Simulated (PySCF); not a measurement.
# C3H9As: NMR shieldings

Wanted: NMR shieldings for C3H9As (`C[As](C)C`).

Computed with PySCF 2.14.0 and routines of our own; the level stands in each step. Atoms count from 0.

3 further runs of the same task are left out: 3 for a basis unfit for spin-orbit shieldings.

## 1. The system as given

13 atoms, charge 0, multiplicity 1; geometry from: GFN2-xTB.

## 2. NMR shieldings: PBE0/x2c-SVPall-2c As:us-x2c-SVPall-2c, spin-free

The job: settings as JSON, then the geometry in Å.

```
{"job": {"xc": "PBE0", "basis": {"default": "x2c-SVPall-2c", "As": "us-x2c-SVPall-2c"}, "rel": "sf", "kind": "hnmr"}, "charge": 0, "multiplicity": 1}
C     -0.422206     1.618592     0.391158
As    -0.210283    -0.212410     1.099820
C      1.593809    -0.527645     0.360460
C     -1.204436    -1.123404    -0.343173
H     -0.163395     1.655877    -0.665914
H      0.221478     2.309738     0.933409
H     -1.451671     1.953097     0.510917
H      1.632931    -0.254037    -0.692873
H      1.864585    -1.577945     0.459450
H      2.331472     0.062590     0.902410
H     -0.862168    -0.786031    -1.320347
H     -1.064417    -2.201388    -0.276580
H     -2.270087    -0.916549    -0.255057
```

Method: PBE0/x2c-SVPall-2c As:us-x2c-SVPall-2c GIAO NMR shielding, spin-free X2C, Gaussian nuclei, gas phase.

Command:

```
$ OMP_NUM_THREADS=1 python heavy_run.py task.json out
```

This one command runs all jobs of the session in turn.

Log:

```text
spin-free SCF
coarse grid: 45120 points
cycle   1  E = -2379.7418408070  dE = -1.152e-01  |g| = 4.858e-01  |ddm| = 3.626e+00
cycle   2  E = -2379.7277261619  dE =  1.411e-02  |g| = 5.455e-01  |ddm| = 8.538e-01
cycle   3  E = -2379.7849770290  dE = -5.725e-02  |g| = 4.087e-02  |ddm| = 4.291e-01
cycle   4  E = -2379.7853939672  dE = -4.169e-04  |g| = 1.631e-02  |ddm| = 8.983e-02
cycle   5  E = -2379.7854605644  dE = -6.660e-05  |g| = 4.758e-03  |ddm| = 2.636e-02
cycle   6  E = -2379.7854643271  dE = -3.763e-06  |g| = 5.678e-04  |ddm| = 3.641e-03
final grid: 95048 points
cycle   7  E = -2379.7854550460  dE = -5.785e-08  |g| = 4.781e-04  |ddm| = 1.582e-03
cycle   8  E = -2379.7854550294  dE =  1.660e-08  |g| = 5.111e-04  |ddm| = 1.019e-03
cycle   9  E = -2379.7854551022  dE = -7.286e-08  |g| = 8.974e-05  |ddm| = 5.683e-04
cycle  10  E = -2379.7854551031  dE = -9.250e-10  |g| = 5.855e-06  |ddm| = 4.746e-05
converged SCF energy = -2379.7854551031
check of the scalar solution
cycle   1  E = -2379.7854551031  dE = -2.380e+03  |FDS-SDF| = 5.855e-06
cycle   2  E = -2379.7854551031  dE = -2.638e-11  |FDS-SDF| = 5.182e-06
converged, E = -2379.7854551031

Field gradients (au) and densities at the nuclei (bohr^-3)
atom        Vxx        Vyy        Vzz        centre      nuclear mean
  0 C     -0.0188    -0.0311     0.0499        113.964        113.964
  1 As     1.4354     1.4361    -2.8714      28942.016      28936.923
  2 C     -0.0188    -0.0311     0.0499        113.964        113.964
  3 C     -0.0188    -0.0311     0.0499        113.964        113.964
  4 H     -0.1609    -0.1641     0.3250          0.369          0.369
  5 H     -0.1624    -0.1626     0.3250          0.368          0.368
  6 H     -0.1624    -0.1626     0.3250          0.368          0.368
  7 H     -0.1609    -0.1640     0.3249          0.369          0.369
  8 H     -0.1623    -0.1626     0.3249          0.368          0.368
  9 H     -0.1623    -0.1625     0.3248          0.368          0.368
 10 H     -0.1609    -0.1640     0.3249          0.369          0.369
 11 H     -0.1624    -0.1626     0.3250          0.368          0.368
 12 H     -0.1623    -0.1626     0.3249          0.368          0.368
without picture change
  1 As                          -2.9487                     38182.587

Core orbital energies (eV)
atom   shell        mean    spread
  1 As 1s       -11761.828   0.000
  1 As 2s        -1506.329   0.000
  1 As 3s         -197.880   0.000
  1 As 4s          -18.551   0.000
  1 As 2p        -1319.772   0.042
  1 As 3p         -139.519   0.150
  1 As 3d          -43.512   0.188

Shielding tensors (ppm)
atom      isotropic    diamagn.    paramagn.     s11        s22        s33       span
  0 C       179.10      247.71      -68.60     166.36     171.89     199.05      32.69
  1 As     1467.52     2885.04    -1417.52    1417.37    1492.46    1492.73      75.36
  2 C       179.10      247.70      -68.60     166.38     171.86     199.05      32.67
  3 C       179.12      247.73      -68.61     166.45     171.85     199.06      32.61
  4 H        31.17       32.20       -1.03      26.92      28.95      37.64      10.72
  5 H        30.89       30.28        0.61      26.22      27.59      38.86      12.64
  6 H        30.89       30.31        0.59      26.23      27.59      38.86      12.63
  7 H        31.17       32.20       -1.03      26.91      28.95      37.64      10.72
  8 H        30.89       30.30        0.59      26.22      27.59      38.86      12.64
  9 H        30.89       30.28        0.61      26.23      27.59      38.86      12.63
 10 H        31.17       32.23       -1.06      26.91      28.95      37.64      10.72
 11 H        30.89       30.33        0.56      26.23      27.59      38.86      12.64
 12 H        30.89       30.33        0.56      26.23      27.59      38.86      12.63
```

Run time: 13 s. Hardware: 1 thread of Arm Neoverse V2, shared host; peak memory 0.95 GiB.

## 3. NMR shieldings: PBE0/x2c-SVPall-2c As:us-x2c-SVPall-2c in water, spin-free

Settings changed since step 2:

```diff
@@ -1,2 +1,2 @@
-{"job": {"xc": "PBE0", "basis": {"default": "x2c-SVPall-2c", "As": "us-x2c-SVPall-2c"}, "rel": "sf", "kind": "hnmr"}, "charge": 0, "multiplicity": 1}
+{"job": {"xc": "PBE0", "basis": {"default": "x2c-SVPall-2c", "As": "us-x2c-SVPall-2c"}, "rel": "sf", "solvent": "water", "kind": "hnmr"}, "charge": 0, "multiplicity": 1}
 C     -0.422206     1.618592     0.391158
```

With the program's defaults for keys left out, this is: PBE0/x2c-SVPall-2c As:us-x2c-SVPall-2c GIAO NMR shielding, spin-free X2C, Gaussian nuclei, IEF-PCM water.

Log:

```text
spin-free SCF
coarse grid: 45120 points
cycle   1  E = -2379.7454839017  dE = -1.182e-01  |g| = 4.831e-01  |ddm| = 3.627e+00
cycle   2  E = -2379.7320548274  dE =  1.343e-02  |g| = 5.420e-01  |ddm| = 8.154e-01
cycle   3  E = -2379.7879525853  dE = -5.590e-02  |g| = 3.326e-02  |ddm| = 4.129e-01
cycle   4  E = -2379.7881742137  dE = -2.216e-04  |g| = 1.523e-02  |ddm| = 6.804e-02
cycle   5  E = -2379.7882074874  dE = -3.327e-05  |g| = 4.252e-03  |ddm| = 1.915e-02
cycle   6  E = -2379.7882113633  dE = -3.876e-06  |g| = 4.205e-04  |ddm| = 4.089e-03
final grid: 95048 points
cycle   7  E = -2379.7882021729  dE = -6.853e-08  |g| = 4.358e-04  |ddm| = 1.735e-03
cycle   8  E = -2379.7882021678  dE =  5.193e-09  |g| = 5.819e-04  |ddm| = 1.060e-03
cycle   9  E = -2379.7882022101  dE = -4.233e-08  |g| = 4.264e-05  |ddm| = 4.329e-04
cycle  10  E = -2379.7882022106  dE = -5.448e-10  |g| = 3.996e-06  |ddm| = 7.577e-05
converged SCF energy = -2379.7882022106
check of the scalar solution
cycle   1  E = -2379.7882022106  dE = -2.380e+03  |FDS-SDF| = 3.996e-06
cycle   2  E = -2379.7882022106  dE =  1.364e-11  |FDS-SDF| = 3.525e-06
converged, E = -2379.7882022106

Field gradients (au) and densities at the nuclei (bohr^-3)
atom        Vxx        Vyy        Vzz        centre      nuclear mean
  0 C     -0.0252    -0.0377     0.0629        113.962        113.962
  1 As     1.3957     1.3965    -2.7923      28941.752      28936.659
  2 C     -0.0252    -0.0377     0.0629        113.962        113.962
  3 C     -0.0252    -0.0376     0.0628        113.962        113.962
  4 H     -0.1608    -0.1631     0.3239          0.368          0.368
  5 H     -0.1621    -0.1624     0.3246          0.368          0.368
  6 H     -0.1621    -0.1624     0.3246          0.368          0.368
  7 H     -0.1608    -0.1630     0.3238          0.368          0.368
  8 H     -0.1621    -0.1623     0.3244          0.367          0.367
  9 H     -0.1620    -0.1624     0.3244          0.368          0.368
 10 H     -0.1608    -0.1631     0.3239          0.368          0.368
 11 H     -0.1621    -0.1624     0.3245          0.368          0.368
 12 H     -0.1621    -0.1624     0.3244          0.368          0.368
without picture change
  1 As                          -2.8676                     38182.236

Core orbital energies (eV)
atom   shell        mean    spread
  1 As 1s       -11761.796   0.000
  1 As 2s        -1506.296   0.000
  1 As 3s         -197.846   0.000
  1 As 4s          -18.469   0.000
  1 As 2p        -1319.739   0.041
  1 As 3p         -139.486   0.146
  1 As 3d          -43.479   0.183

Shielding tensors (ppm)
atom      isotropic    diamagn.    paramagn.     s11        s22        s33       span
  0 C       179.89      247.84      -67.95     167.23     172.22     200.21      32.97
  1 As     1475.05     2886.06    -1411.01    1413.09    1505.89    1506.17      93.09
  2 C       179.88      247.83      -67.95     167.25     172.19     200.21      32.96
  3 C       179.90      247.87      -67.97     167.31     172.18     200.21      32.90
  4 H        31.02       32.16       -1.14      26.66      28.83      37.57      10.92
  5 H        30.82       30.23        0.59      26.05      27.50      38.90      12.85
  6 H        30.82       30.25        0.57      26.05      27.50      38.90      12.84
  7 H        31.02       32.16       -1.14      26.65      28.83      37.57      10.92
  8 H        30.82       30.25        0.57      26.05      27.50      38.90      12.85
  9 H        30.82       30.22        0.59      26.05      27.50      38.89      12.84
 10 H        31.02       32.19       -1.17      26.65      28.83      37.57      10.92
 11 H        30.82       30.28        0.54      26.05      27.50      38.90      12.85
 12 H        30.82       30.28        0.54      26.05      27.50      38.90      12.84
```

Wall time 14 s (1 thread of Arm Neoverse V2, shared host); peak memory 0.97 GiB.

## 4. NMR shieldings: PBE0/x2c-SVPall-2c As:us-x2c-SVPall-2c in dichloromethane, spin-free

Settings changed since step 3:

```diff
@@ -1,2 +1,2 @@
-{"job": {"xc": "PBE0", "basis": {"default": "x2c-SVPall-2c", "As": "us-x2c-SVPall-2c"}, "rel": "sf", "solvent": "water", "kind": "hnmr"}, "charge": 0, "multiplicity": 1}
+{"job": {"xc": "PBE0", "basis": {"default": "x2c-SVPall-2c", "As": "us-x2c-SVPall-2c"}, "rel": "sf", "solvent": "dichloromethane", "kind": "hnmr"}, "charge": 0, "multiplicity": 1}
 C     -0.422206     1.618592     0.391158
```

Level: PBE0/x2c-SVPall-2c As:us-x2c-SVPall-2c GIAO NMR shielding, spin-free X2C, Gaussian nuclei, IEF-PCM dichloromethane.

Log:

```text
spin-free SCF
coarse grid: 45120 points
cycle   1  E = -2379.7449573198  dE = -1.178e-01  |g| = 4.834e-01  |ddm| = 3.627e+00
cycle   2  E = -2379.7312809587  dE =  1.368e-02  |g| = 5.427e-01  |ddm| = 8.192e-01
cycle   3  E = -2379.7874740796  dE = -5.619e-02  |g| = 3.401e-02  |ddm| = 4.155e-01
cycle   4  E = -2379.7877160007  dE = -2.419e-04  |g| = 1.503e-02  |ddm| = 6.981e-02
cycle   5  E = -2379.7877503166  dE = -3.432e-05  |g| = 4.451e-03  |ddm| = 1.977e-02
cycle   6  E = -2379.7877543463  dE = -4.030e-06  |g| = 4.098e-04  |ddm| = 3.912e-03
final grid: 95048 points
cycle   7  E = -2379.7877451201  dE = -6.368e-08  |g| = 4.068e-04  |ddm| = 1.653e-03
cycle   8  E = -2379.7877451143  dE =  5.843e-09  |g| = 5.440e-04  |ddm| = 1.020e-03
cycle   9  E = -2379.7877451559  dE = -4.160e-08  |g| = 4.324e-05  |ddm| = 4.274e-04
cycle  10  E = -2379.7877451564  dE = -5.139e-10  |g| = 3.294e-06  |ddm| = 7.272e-05
converged SCF energy = -2379.7877451564
check of the scalar solution
cycle   1  E = -2379.7877451564  dE = -2.380e+03  |FDS-SDF| = 3.294e-06
cycle   2  E = -2379.7877451564  dE = -4.547e-13  |FDS-SDF| = 2.983e-06
converged, E = -2379.7877451564

Field gradients (au) and densities at the nuclei (bohr^-3)
atom        Vxx        Vyy        Vzz        centre      nuclear mean
  0 C     -0.0242    -0.0364     0.0606        113.962        113.962
  1 As     1.4030     1.4037    -2.8067      28941.798      28936.705
  2 C     -0.0243    -0.0364     0.0607        113.962        113.962
  3 C     -0.0243    -0.0363     0.0606        113.962        113.962
  4 H     -0.1609    -0.1633     0.3242          0.368          0.368
  5 H     -0.1622    -0.1624     0.3246          0.368          0.368
  6 H     -0.1622    -0.1624     0.3246          0.368          0.368
  7 H     -0.1608    -0.1632     0.3241          0.368          0.368
  8 H     -0.1621    -0.1623     0.3244          0.368          0.368
  9 H     -0.1621    -0.1623     0.3244          0.368          0.368
 10 H     -0.1609    -0.1633     0.3241          0.368          0.368
 11 H     -0.1622    -0.1624     0.3246          0.368          0.368
 12 H     -0.1622    -0.1624     0.3245          0.368          0.368
without picture change
  1 As                          -2.8824                     38182.297

Core orbital energies (eV)
atom   shell        mean    spread
  1 As 1s       -11761.792   0.000
  1 As 2s        -1506.292   0.000
  1 As 3s         -197.843   0.000
  1 As 4s          -18.474   0.000
  1 As 2p        -1319.735   0.041
  1 As 3p         -139.483   0.147
  1 As 3d          -43.475   0.184

Shielding tensors (ppm)
atom      isotropic    diamagn.    paramagn.     s11        s22        s33       span
  0 C       179.76      247.82      -68.07     167.07     172.19     200.01      32.94
  1 As     1473.77     2885.89    -1412.12    1413.84    1503.60    1503.87      90.04
  2 C       179.75      247.81      -68.06     167.08     172.16     200.01      32.92
  3 C       179.77      247.85      -68.08     167.15     172.15     200.01      32.87
  4 H        31.05       32.17       -1.12      26.71      28.86      37.59      10.88
  5 H        30.83       30.23        0.60      26.08      27.51      38.89      12.81
  6 H        30.83       30.26        0.57      26.08      27.51      38.89      12.81
  7 H        31.05       32.17       -1.12      26.71      28.86      37.59      10.88
  8 H        30.82       30.25        0.57      26.08      27.51      38.89      12.81
  9 H        30.83       30.23        0.60      26.08      27.51      38.89      12.81
 10 H        31.05       32.20       -1.15      26.70      28.86      37.59      10.89
 11 H        30.83       30.29        0.54      26.08      27.51      38.89      12.81
 12 H        30.83       30.29        0.54      26.08      27.51      38.89      12.81
```

Wall time 14 s (1 thread of Arm Neoverse V2, shared host); peak memory 0.97 GiB.

## 5. Shieldings side by side

| run | As1 | C0 | C2 | C3 | H4 | H7 | H10 | time |
| --- | --- | --- | --- | --- | --- | --- | --- | --- |
| step 2, PBE0/x2c-SVPall-2c As:us-x2c-SVPall-2c, spin-free | 1467.5 | 179.1 | 179.1 | 179.1 | 31.2 | 31.2 | 31.2 | 13 s |
| step 3, PBE0/x2c-SVPall-2c As:us-x2c-SVPall-2c in water, spin-free | 1475.1 | 179.9 | 179.9 | 179.9 | 31.0 | 31.0 | 31.0 | 14 s |
| step 4, PBE0/x2c-SVPall-2c As:us-x2c-SVPall-2c in dichloromethane, spin-free | 1473.8 | 179.8 | 179.8 | 179.8 | 31.1 | 31.1 | 31.1 | 14 s |

## 6. Outcome

| quantity | value |
| --- | --- |
| shieldings (step 2, PBE0/x2c-SVPall-2c As:us-x2c-SVPall-2c, spin-free) | C0 179.1, As1 1467.5, C2 179.1, C3 179.1 ppm |
| shieldings (step 3, PBE0/x2c-SVPall-2c As:us-x2c-SVPall-2c in water, spin-free) | C0 179.9, As1 1475.1, C2 179.9, C3 179.9 ppm |
| shieldings (step 4, PBE0/x2c-SVPall-2c As:us-x2c-SVPall-2c in dichloromethane, spin-free) | C0 179.8, As1 1473.8, C2 179.8, C3 179.8 ppm |

In step 2, As1 has the widest tensor, 75 ppm. As1 moves most between the runs, by 8 ppm; the labels say what changes from run to run.
